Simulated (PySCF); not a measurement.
# [(Cl)3Sn]2NH: geometry, NMR shifts and electronic excitations

What NMR shifts and electronic excitations should [(Cl)3Sn]2NH show?

Programs: PySCF 2.14.0, with density-fitted response routines of our own. Each step states its level of theory. These are calculated values for one molecule in the gas phase, unless marked as measured. Atoms are numbered from 0 throughout.

### Step 1. The starting structure

10 atoms, charge 0, multiplicity 1; geometry from: GFN2-xTB. The atoms were then displaced at random by about 0.03 Å, so the start is not that level's minimum.

Bonds of the start (Å): Sn0–Cl1 2.27, Sn0–Cl2 2.24, Sn0–Cl3 2.33, Sn0–N4 2.03, N4–Sn5 2.08, N4–H9 1.07, Sn5–Cl6 2.32, Sn5–Cl7 2.26, Sn5–Cl8 2.33.

### Step 2. Geometry optimisation at PBE0-D3(BJ)/def2-SVP

What the job is given:

```
{"job": {"xc": "PBE0", "basis": "def2-SVP", "d3": "d3bj", "grid": 1, "maxiter": 40, "shake": 0.03, "kind": "geom"}, "charge": 0, "multiplicity": 1}
Sn    -1.060040    -1.271940     0.802570
Cl    -1.144880    -1.402860     3.071010
Cl    -1.386890    -3.232360    -0.237880
Cl    -2.733600     0.169500     0.073850
N      0.719130    -0.504360     0.181860
Sn     0.978560     1.227700    -0.935240
Cl     3.275750     1.342090    -1.259380
Cl    -0.053850     0.904400    -2.914440
Cl     0.205760     3.131710     0.165480
H      1.324700    -0.440620     1.056570
```

Started as:

```bash
OMP_NUM_THREADS=1 python probes_run.py task.json out
```

One launch serves the whole session: the jobs run in the order shown.

The log of the run:

```text
step   0  E = -3243.57717622  max force = 0.029960
step   1  E = -3243.58398281  max force = 0.012006
step   2  E = -3243.58501945  max force = 0.004869
step   3  E = -3243.58528961  max force = 0.003659
step   4  E = -3243.58544882  max force = 0.002144
step   5  E = -3243.58561787  max force = 0.001561
step   6  E = -3243.58572446  max force = 0.001269
step   7  E = -3243.58576979  max force = 0.000480
step   8  E = -3243.58579013  max force = 0.000643
step   9  E = -3243.58579338  max force = 0.002200
step  10  E = -3243.58579773  max force = 0.002506
step  11  E = -3243.58581465  max force = 0.001013
step  12  E = -3243.58580330  max force = 0.000595
step  13  E = -3243.58581267  max force = 0.000484
step  14  E = -3243.58582716  max force = 0.000416
optimisation converged
```

It took 4.7 min on 1 thread of Intel Xeon 6975P-C, shared host; peak memory 1.1 GiB.

The steps of the relaxation:

```tsv
step	energy from step 0 (eV)	largest force component (eV/Å)
0	0.0000	1.5406
1	-0.1852	0.6174
2	-0.2134	0.2504
3	-0.2208	0.1882
4	-0.2251	0.1102
5	-0.2297	0.0803
6	-0.2326	0.0653
7	-0.2338	0.0247
8	-0.2344	0.0331
9	-0.2345	0.1131
10	-0.2346	0.1289
11	-0.2351	0.0521
12	-0.2348	0.0306
13	-0.2350	0.0249
14	-0.2354	0.0214
```

Distances of close pairs at the start and the end, largest changes first:

```tsv
bond	before (Å)	after (Å)	change (Å)
Sn0–Cl2	2.243	2.315	+0.072
N4–Sn5	2.077	2.009	-0.069
Sn5–Cl7	2.256	2.314	+0.058
Sn0–Cl1	2.274	2.321	+0.047
N4–H9	1.066	1.019	-0.047
Sn0–N4	2.035	2.003	-0.032
Sn5–Cl8	2.331	2.319	-0.012
Sn0–Cl3	2.326	2.320	-0.006
```

The end geometry stands in the next job.

```tsv
at the end point	value
point group (found at 0.08 Å tolerance)	C1
rotational constants (GHz, main isotopes)	0.550, 0.199, 0.194
dipole moment (D)	1.94
```

### Step 3. NMR shieldings: PBE0/def2-TZVP+pcSseg-1

What the job is given:

```
{"job": {"kind": "nmr", "xc": "PBE0", "basis": {"default": "pcSseg-1", "Sn": "def2-TZVP"}}, "charge": 0, "multiplicity": 1}
Sn    -0.971228    -1.279038     0.770413
Cl    -1.081251    -1.710626     3.048522
Cl    -1.318594    -3.254721    -0.385304
Cl    -2.595958     0.236184     0.102299
N      0.762093    -0.406856     0.275051
Sn     0.886492     1.260145    -0.838437
Cl     3.150252     1.631078    -1.190448
Cl    -0.229914     0.896165    -2.832011
Cl    -0.037474     3.133119     0.170084
H      1.560222    -0.582191     0.884231
```

Method: GIAO PBE0/pcSseg-1 Sn:def2-TZVP NMR shielding, scalar relativity only through core potentials, gas phase.

The log of the run:

```text
coarse grid: 61544 points
cycle   1  E = -3240.2839747317  dE = -6.911e+01  |g| = 4.426e+00  |ddm| = 4.398e+01
cycle   2  E = -3224.2999535614  dE =  1.598e+01  |g| = 8.681e+00  |ddm| = 2.722e+01
cycle   3  E = -3243.6289806783  dE = -1.933e+01  |g| = 1.911e+00  |ddm| = 2.526e+01
cycle   4  E = -3243.5208042309  dE =  1.082e-01  |g| = 1.807e+00  |ddm| = 3.355e+00
cycle   5  E = -3244.3680541040  dE = -8.472e-01  |g| = 3.179e-01  |ddm| = 2.304e+00
cycle   6  E = -3244.3892535726  dE = -2.120e-02  |g| = 1.359e-01  |ddm| = 4.321e-01
cycle   7  E = -3244.3932287760  dE = -3.975e-03  |g| = 1.771e-02  |ddm| = 1.490e-01
cycle   8  E = -3244.3932939870  dE = -6.521e-05  |g| = 7.781e-03  |ddm| = 2.917e-02
cycle   9  E = -3244.3933100473  dE = -1.606e-05  |g| = 1.353e-03  |ddm| = 1.144e-02
cycle  10  E = -3244.3933105972  dE = -5.499e-07  |g| = 4.468e-04  |ddm| = 2.072e-03
final grid: 114928 points
cycle  11  E = -3244.3931870283  dE = -1.127e-07  |g| = 6.646e-04  |ddm| = 1.884e-03
cycle  12  E = -3244.3931867745  dE =  2.538e-07  |g| = 1.241e-03  |ddm| = 1.623e-03
cycle  13  E = -3244.3931871282  dE = -3.537e-07  |g| = 1.202e-04  |ddm| = 1.084e-03
cycle  14  E = -3244.3931871310  dE = -2.826e-09  |g| = 1.088e-05  |ddm| = 1.080e-04
cycle  15  E = -3244.3931871310  dE = -2.819e-11  |g| = 5.136e-06  |ddm| = 1.957e-05
converged SCF energy = -3244.3931871310

GIAO shielding tensors (ppm)
atom      isotropic    diamagn.    paramagn.     s11        s22        s33       span
  0 Sn         nan         nan         nan        nan        nan        nan        nan
  1 Cl     819.007    1147.093    -328.086    681.228    729.689   1046.105    364.877
  2 Cl     798.847    1147.255    -348.408    661.179    701.352   1034.010    372.832
  3 Cl     806.189    1149.079    -342.889    698.393    720.377    999.798    301.405
  4 N      178.155     327.946    -149.791    135.814    166.922    231.730     95.917
  5 Sn         nan         nan         nan        nan        nan        nan        nan
  6 Cl     830.773    1146.878    -316.105    705.363    737.596   1049.359    343.997
  7 Cl     809.539    1148.118    -338.579    682.467    721.003   1025.147    342.680
  8 Cl     779.878    1147.812    -367.934    641.292    677.288   1021.053    379.761
  9 H       29.045      31.567      -2.522     18.709     29.248     39.177     20.468
```

Wall time 70 s (1 thread of Intel Xeon 6975P-C, shared host); peak memory 1.4 GiB.

Shifts follow as δ = σ(reference) − σ, with reference shieldings (ppm) from runs at the same level and on the same kind of geometry: 1H TMS 31.27, 15N NH3 265.7, 35Cl HCl 943. The references are single molecules in the gas phase, so shifts against H2O, NH3, PH3, H3PO4 or CFCl3 are not on the usual liquid scales and can be off by tens of ppm. Atoms listed in one row are averaged.

```tsv
atoms	environment	σ (ppm)	δ (ppm)
H9	hydrogen on a nitrogen bonded to 2 Sn	29.04	2.22
Cl1, Cl2, Cl3, Cl6, Cl7, Cl8	chlorine bonded to Sn	807	136
N4	nitrogen bonded to 2 Sn, H	178.2	87.5
```

Atoms past Kr carry core potentials, so their printed shieldings have no meaning and are left out of the table.

The run also stored atomic charges by several schemes (e):

```tsv
atoms	Mulliken	ESP fit
Sn0, Sn5	0.92	0.30
Cl1, Cl2, Cl3, Cl6, Cl7, Cl8	-0.21	-0.09
N4	-0.80	-0.44
```

Mayer bond orders: Sn0–Cl1 1.07, Sn0–Cl2 1.08, Sn0–Cl3 1.08, Sn0–N4 0.92, N4–Sn5 0.92, Sn5–Cl6 1.07, Sn5–Cl7 1.08, Sn5–Cl8 1.07.

With diffuse functions Mulliken charges and Mayer bond orders lose their meaning; the other schemes are steadier.

The fields below are evaluated on a grid from the run's orbitals.

Frontier orbitals at PBE0/def2-TZVP+pcSseg-1, with the share of their density that lies nearest to each atom:

```tsv
orbital	energy (eV)	lies on
HOMO	-8.99	N4 69 %; H9 8 %; Cl8 6 %
LUMO	-3.50	Sn0, Sn5 about 19 % each; Cl1, Cl2, Cl6 about 10 % each; N4 8 %
```

ELF in a plane through or near 4 of the atoms.

Ten even steps from '0' (0.00) to '9' (0.95):
```
0000000000000000000000000000
0000000000000000000000000000
0000000011100002221000000000
0000000134420025554200000000
0000001356640037876300000000
0000001356651048886200000000
0000000235541047764100000000
0000000122221013322110000000
0000000124521001244210000000
0000011147661321566411000000
0013555327744884487311000000
0025788622327668233233210000
0036898862126776311345531000
0026898873005995001356541000
0014789873006996000345420000
0001356641001772000122100000
0000122210000000000000000000
0000000000000000000000000000
0000000000000000000000000000
0000000000000000000000000000
```
The map spans 11.9 Å across and 9.3 Å up, centred on the molecule. Atoms in the plane (x, y in Å): Sn0 (1.8, 0.1), N4 (0.0, -0.8), Sn5 (-1.8, 0.1), H9 (0.0, -1.9).

On the surface of density 0.002 e/bohr³ the electrostatic potential runs, from the 1st to the 99th percentile, from -0.26 V near Cl8 to 2.39 V near H9.

### Step 4. Excited states and response: CAM-B3LYP/def2-SVPD

The job, as its differences from that of step 3:

```diff
@@ -1,2 +1,2 @@
-{"job": {"kind": "nmr", "xc": "PBE0", "basis": {"default": "pcSseg-1", "Sn": "def2-TZVP"}}, "charge": 0, "multiplicity": 1}
+{"job": {"kind": "uv", "xc": "CAM-B3LYP", "basis": "def2-SVPD", "ip": true, "nstates": 10}, "charge": 0, "multiplicity": 1}
 Sn    -0.971228    -1.279038     0.770413
```

With the program's defaults for keys left out, this is: TDDFT CAM-B3LYP/def2-SVPD, vertical, gas phase, core orbitals frozen in the response.

The log of the run:

```text
coarse grid: 61544 points
cycle   1  E = -3240.3682192228  dE = -4.240e+01  |g| = 4.258e+00  |ddm| = 1.566e+01
cycle   2  E = -3226.6641338764  dE =  1.370e+01  |g| = 6.676e+00  |ddm| = 1.096e+02
cycle   3  E = -3243.3852665684  dE = -1.672e+01  |g| = 2.136e+00  |ddm| = 1.092e+02
cycle   4  E = -3244.4825153302  dE = -1.097e+00  |g| = 6.503e-01  |ddm| = 3.113e+00
cycle   5  E = -3244.5761191363  dE = -9.360e-02  |g| = 1.238e-01  |ddm| = 1.174e+00
cycle   6  E = -3244.5799426896  dE = -3.824e-03  |g| = 4.924e-02  |ddm| = 2.557e-01
cycle   7  E = -3244.5806044566  dE = -6.618e-04  |g| = 8.002e-03  |ddm| = 7.146e-02
cycle   8  E = -3244.5806295772  dE = -2.512e-05  |g| = 4.224e-03  |ddm| = 2.152e-02
cycle   9  E = -3244.5806357576  dE = -6.180e-06  |g| = 9.314e-04  |ddm| = 8.304e-03
final grid: 114928 points
cycle  10  E = -3244.5803192193  dE = -2.420e-07  |g| = 1.092e-03  |ddm| = 3.945e-03
cycle  11  E = -3244.5803189137  dE =  3.055e-07  |g| = 1.640e-03  |ddm| = 2.945e-03
cycle  12  E = -3244.5803195428  dE = -6.291e-07  |g| = 1.258e-04  |ddm| = 1.741e-03
cycle  13  E = -3244.5803195483  dE = -5.522e-09  |g| = 3.755e-05  |ddm| = 2.222e-04
cycle  14  E = -3244.5803195498  dE = -1.477e-09  |g| = 1.565e-05  |ddm| = 1.807e-04
cycle  15  E = -3244.5803195499  dE = -9.641e-11  |g| = 1.475e-06  |ddm| = 3.171e-05
converged SCF energy = -3244.5803195499

Static polarisability (au): isotropic 163.887, principal 151.237 159.524 180.901

Singlet excitations
state   eV       nm        f      main configurations
  1   4.6345    267.5   0.02062   H->L 0.94
  2   5.2580    235.8   0.00721   H->L+1 0.72
  3   5.3164    233.2   0.00044   H-1->L 0.57, H-3->L+1 0.14, H-2->L 0.09
  4   5.3766    230.6   0.00235   H-3->L 0.41, H-1->L+1 0.20, H-5->L 0.17
  5   5.4927    225.7   0.01151   H-2->L 0.45, H-5->L 0.13, H-7->L+1 0.11
  6   5.5738    222.4   0.15237   H-4->L 0.40, H-2->L 0.15
  7   5.6215    220.6   0.00347   H-5->L 0.21, H-3->L 0.19, H->L+1 0.17
  8   5.6378    219.9   0.05094   H-6->L 0.18, H-8->L 0.16, H-7->L 0.15
  9   5.6556    219.2   0.05441   H-7->L 0.37, H-6->L 0.12, H-4->L+1 0.08
 10   5.7955    213.9   0.06790   H-9->L 0.41, H-10->L+1 0.12, H-8->L 0.11

Triplet excitations (Tamm-Dancoff, eV): 4.1292 4.9264 4.9383 4.9751
Vertical ionisation energy (delta-SCF) = 10.6587 eV
Vertical electron affinity (delta-SCF) = 2.0430 eV
```

Run time: 7.2 min. Hardware: 1 thread of Intel Xeon 6975P-C, shared host; peak memory 1.8 GiB.

The orbitals next to the gap, with their largest atomic shares:

```tsv
orbital	eV	atoms
HOMO−3	-11.13	Cl8 30 %, Cl7 28 %, Cl3 18 %
HOMO−2	-11.01	Cl7 40 %, Cl3 31 %, Cl8 12 %
HOMO−1	-10.97	Cl8 44 %, Cl3 24 %, Cl6 12 %
HOMO	-10.39	N4 64 %, Cl8 8 %, H9 6 %
LUMO	-2.56	Sn0 15 %, Sn5 13 %, Cl1 12 %
LUMO+1	-1.81	Sn5 14 %, Sn0 13 %, Cl8 12 %
LUMO+2	0.26	Sn0 25 %, Sn5 13 %, Cl1 12 %
```

With each of the 10 states as a Gaussian band of 0.4 eV half-width at 1/e, the curve within the window shown has maxima at 220 nm (ε 13,000) L/(mol cm). Beyond the last state computed it falls off for lack of states. The curve at chosen wavelengths:

(nm, ε (L/mol/cm)): (203, 3997), (207, 6800), (211, 9818), (215, 12230), (219, 13339), (224, 12590), (228, 10687), (232, 8284), (236, 5949), (240, 4035), (244, 2665), (248, 1798), (252, 1315), (257, 1047), (261, 968), (265, 925), (269, 878), (273, 808), (277, 715), (281, 608), (285, 495), (290, 364), (294, 273), (298, 199), (302, 140), (306, 96)

Leading natural transition orbitals of singlet state 6: the hole lies on Cl2 58 %; Cl8 11 %; N4 9 %; the particle on Sn0 27 %; Cl2 16 %; Cl1 12 %.

Leading natural transition orbitals of singlet state 1: the hole lies on N4 72 %; H9 9 %; the particle on Sn0, Sn5 about 19 % each; N4 11 %; Cl1, Cl2, Cl6 about 10 % each.

Ground-state properties from the same run:

```tsv
property	computed
dipole moment (D)	1.76
polarisability (Å³)	24.29
HOMO–LUMO gap (eV)	7.83
−ε(HOMO) (eV)	10.39
```

### Step 5. NMR shieldings: KT2/def2-TZVP+pcSseg-1

The job, as its differences from that of step 4:

```diff
@@ -1,2 +1,2 @@
-{"job": {"kind": "uv", "xc": "CAM-B3LYP", "basis": "def2-SVPD", "ip": true, "nstates": 10}, "charge": 0, "multiplicity": 1}
+{"job": {"kind": "nmr", "xc": "KT2", "basis": {"default": "pcSseg-1", "Sn": "def2-TZVP"}, "pop": false}, "charge": 0, "multiplicity": 1}
 Sn    -0.971228    -1.279038     0.770413
```

With the program's defaults for keys left out, this is: GIAO KT2/pcSseg-1 Sn:def2-TZVP NMR shielding, scalar relativity only through core potentials, gas phase.

The log of the run:

```text
coarse grid: 61544 points
cycle   1  E = -3262.6103435913  dE = -6.627e+01  |g| = 5.394e+00  |ddm| = 4.288e+01
cycle   2  E = -3143.5040491021  dE =  1.191e+02  |g| = 1.792e+01  |ddm| = 7.129e+01
cycle   3  E = -3268.0309974653  dE = -1.245e+02  |g| = 1.919e+00  |ddm| = 7.020e+01
cycle   4  E = -3268.5629168681  dE = -5.319e-01  |g| = 1.590e+00  |ddm| = 3.660e+00
cycle   5  E = -3269.0658599436  dE = -5.029e-01  |g| = 6.114e-01  |ddm| = 1.940e+00
cycle   6  E = -3269.1395204027  dE = -7.366e-02  |g| = 2.894e-01  |ddm| = 8.628e-01
cycle   7  E = -3269.1592041305  dE = -1.968e-02  |g| = 3.243e-02  |ddm| = 2.986e-01
cycle   8  E = -3269.1594229228  dE = -2.188e-04  |g| = 1.961e-02  |ddm| = 6.773e-02
cycle   9  E = -3269.1595193208  dE = -9.640e-05  |g| = 4.572e-03  |ddm| = 3.136e-02
cycle  10  E = -3269.1595248193  dE = -5.498e-06  |g| = 1.415e-03  |ddm| = 6.908e-03
final grid: 114928 points
cycle  11  E = -3269.1593847161  dE =  7.458e-07  |g| = 2.551e-03  |ddm| = 5.271e-03
cycle  12  E = -3269.1593778828  dE =  6.833e-06  |g| = 5.722e-03  |ddm| = 9.426e-03
cycle  13  E = -3269.1593860505  dE = -8.168e-06  |g| = 1.123e-03  |ddm| = 6.764e-03
cycle  14  E = -3269.1593863494  dE = -2.989e-07  |g| = 1.745e-04  |ddm| = 1.210e-03
cycle  15  E = -3269.1593863566  dE = -7.163e-09  |g| = 1.363e-05  |ddm| = 2.118e-04
cycle  16  E = -3269.1593863566  dE = -5.821e-11  |g| = 5.234e-06  |ddm| = 2.604e-05
converged SCF energy = -3269.1593863566

GIAO shielding tensors (ppm)
atom      isotropic    diamagn.    paramagn.     s11        s22        s33       span
  0 Sn         nan         nan         nan        nan        nan        nan        nan
  1 Cl     752.932    1149.447    -396.515    589.071    642.859   1026.866    437.795
  2 Cl     730.604    1149.666    -419.062    568.070    611.568   1012.174    444.104
  3 Cl     739.771    1151.492    -411.722    609.014    635.450    974.848    365.834
  4 N      153.136     328.635    -175.499     98.996    145.317    215.096    116.100
  5 Sn         nan         nan         nan        nan        nan        nan        nan
  6 Cl     769.218    1149.193    -379.975    621.213    655.605   1030.836    409.623
  7 Cl     743.051    1150.564    -407.513    591.875    633.740   1003.538    411.662
  8 Cl     706.229    1150.276    -444.048    541.318    579.471    997.898    456.579
  9 H       28.241      31.616      -3.375     18.927     29.027     36.769     17.842
```

Run time: 58 s. Hardware: 1 thread of Intel Xeon 6975P-C, shared host; peak memory 1.5 GiB.

In short: δ Cl1 202, N4 111.2, H9 2.94 ppm (means over like atoms).

### Step 6. Comparing the runs: NMR shifts

Shifts (ppm), means over like atoms, with basis size and wall time:

```tsv
run	H9	Cl1	N4	functions	time
PBE0/def2-TZVP+pcSseg-1	2.22	136	87.5	266	70 s
KT2/def2-TZVP+pcSseg-1	2.94	202	111.2	266	58 s
```

### Step 7. Results

| quantity | value |
| --- | --- |
| point group | C1 |
| rotational constants (main isotopes) | 0.55, 0.20, 0.19 GHz |
| 1H shifts against TMS (PBE0/def2-TZVP+pcSseg-1) | 2.22 ppm |
| 35Cl shifts against HCl (PBE0/def2-TZVP+pcSseg-1, means over atoms taken as alike) | 136 ppm |
| 15N shifts against NH3 (PBE0/def2-TZVP+pcSseg-1) | 87.5 ppm |
| surface potential, 1st and 99th percentile | -0.26 V and 2.39 V |
| lowest singlet (CAM-B3LYP/def2-SVPD) | 4.63 eV (268 nm), f = 0.021 |
| brightest single state of those computed | state 6, 5.57 eV, f = 0.152 |
| lowest triplet | 4.13 eV |
| vertical ionisation energy (ΔSCF) | 10.66 eV |
| vertical electron affinity (ΔSCF) | 2.04 eV |
| range of the shift of Cl1 | 136 to 202 ppm |

What this shows: The start was shaken at random, so part of the energy gained undoes that. The optimisation took 14 steps and gained 0.235 eV; among the close pairs (by a distance rule), Sn0–Cl2 changed most, from 2.243 to 2.315 Å. At PBE0/def2-TZVP+pcSseg-1: The largest span, 351 ppm, is at Cl1, Cl2, Cl3, Cl6, Cl7, Cl8, where the paramagnetic term is -340 ppm. By nearest atom (PBE0/def2-TZVP+pcSseg-1), the HOMO sits on N4 69 %; H9 8 % and the LUMO on Sn0, Sn5 about 19 % each; Cl1, Cl2, Cl6 about 10 % each. The first singlet state (HOMO→LUMO 0.94) lies at 4.63 eV and is weak; of the 10 states computed, the strongest absorption comes from state 6 at 5.57 eV (the last state computed is bright too, and its partners may lie past the list). The lowest triplet lies 0.51 eV below the lowest singlet (triplets in Tamm-Dancoff, singlets in full TDDFT). Spin-orbit coupling, left out, mixes singlets and triplets in elements this heavy. ΔSCF puts the ionisation energy at 10.66 eV, 0.27 eV above −ε(HOMO). In ppm, Cl1 (with its like atoms) moves most: its shift spreads over 67 ppm, from 136 (PBE0/def2-TZVP+pcSseg-1) to 202 (KT2/def2-TZVP+pcSseg-1). Spin-orbit coupling is left out, which matters for shieldings and couplings at and beside the heavy atoms.
